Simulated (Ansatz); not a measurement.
Set up this calculation in Ansatz 0.2.0, as the native input.

* Task: relaxation of cell and atoms
* Functional: r2SCAN
* Potentials or basis: Ansatz PAW
* Cutoff: 500 eV (not typed: the program's choice for these potentials)
* k mesh: 8 × 8 × 5
* Occupations: fermi-dirac, width 0.05 eV
* Spin: collinear spin, ferromagnetic start
* Starting moments: [0.0, 0.0, 2.0, 2.0, 4.0, 4.0] μB

Crystal: MnCoGe.

```
Ge Co Mn
1.0
     4.09114    0.00000    0.00000
    -2.04557    3.54303    0.00000
     0.00000    0.00000    5.14388
Ge Co Mn
2 2 2
Direct
  0.33333 0.66667 0.25000
  0.66667 0.33333 0.75000
  0.66667 0.33333 0.25000
  0.33333 0.66667 0.75000
  0.00000 0.00000 0.50000
  0.00000 0.00000 0.00000
```

The cell is a database's computed one.

These files were run (other wordings do the same):

input.yaml

```yaml
crystal:
  lattice:
    - [4.0911399262, 0.0, 0.0]
    - [-2.0455699631, 3.5430311065, 0.0]
    - [0.0, 0.0, 5.143882]
  atoms:
    - { symbol: Ge, position: [0.3333333333, 0.6666666667, 0.25] }
    - { symbol: Ge, position: [0.6666666667, 0.3333333333, 0.75] }
    - { symbol: Co, position: [0.6666666667, 0.3333333333, 0.25], spin: 2.0 }
    - { symbol: Co, position: [0.3333333333, 0.6666666667, 0.75], spin: 2.0 }
    - { symbol: Mn, position: [0.0, 0.0, 0.5], spin: 4.0 }
    - { symbol: Mn, position: [0.0, 0.0, 0.0], spin: 4.0 }
hamiltonian:
  xc: r2scan
  pseudopotentials: { kind: paw }
magnetization:
  spin_polarized: true
kpoints:
  mp_grid: { grid: [8, 8, 5] }
scf:
  occupations: { method: fermi_dirac, width: 0.05 }
output:
  forces: true
  stress: true
  eigenvalues: true
relax:
  f_tol: 0.01
  max_steps: 40
  cell: { stress_tol: 0.05 }
```

Potentials or basis: Ansatz PAW.

The run is started by

```sh
$ ansatz run input.yaml --threads 2 --pin off --max-ram 5632MiB --backend cpu --events-out ev --progress --plain --runs-dir out
```

It gave:

- Relaxed volume: 12.74 Å³/atom
- Relaxed cell: a = 4.062 Å, b = 4.062 Å, c = 5.347 Å, α = 90.00°, β = 90.00°, γ = 120.00°
- Space group after relaxing (to 0.05 Å): P6_3/mmc (No. 194)
- Energy gained by relaxing: 12.7 meV/atom
- Ionic steps: 5
- Pressure after relaxing: 0.0 GPa
- Band gap on the k mesh: none (metal or under the smearing width)
- Net moment: 8.64 μB per cell
- Absolute moment: 9.77 μB per cell
- Site moments: Ge -0.10; Co +0.90; Mn +3.59 μB

Caveat: the magnetic or orbital state may not be the lowest; the plane-wave basis is chosen anew once the cell has moved, so the energies of steps on either side of that aren't comparable; the PAW data sets come from PBE, with cores solved anew for the run's functional, which leaves a small shift of forces and pressure.

Wall time 2.5 min on 2 threads of Arm Neoverse V2 (shared host), peak memory 0.76 GiB.
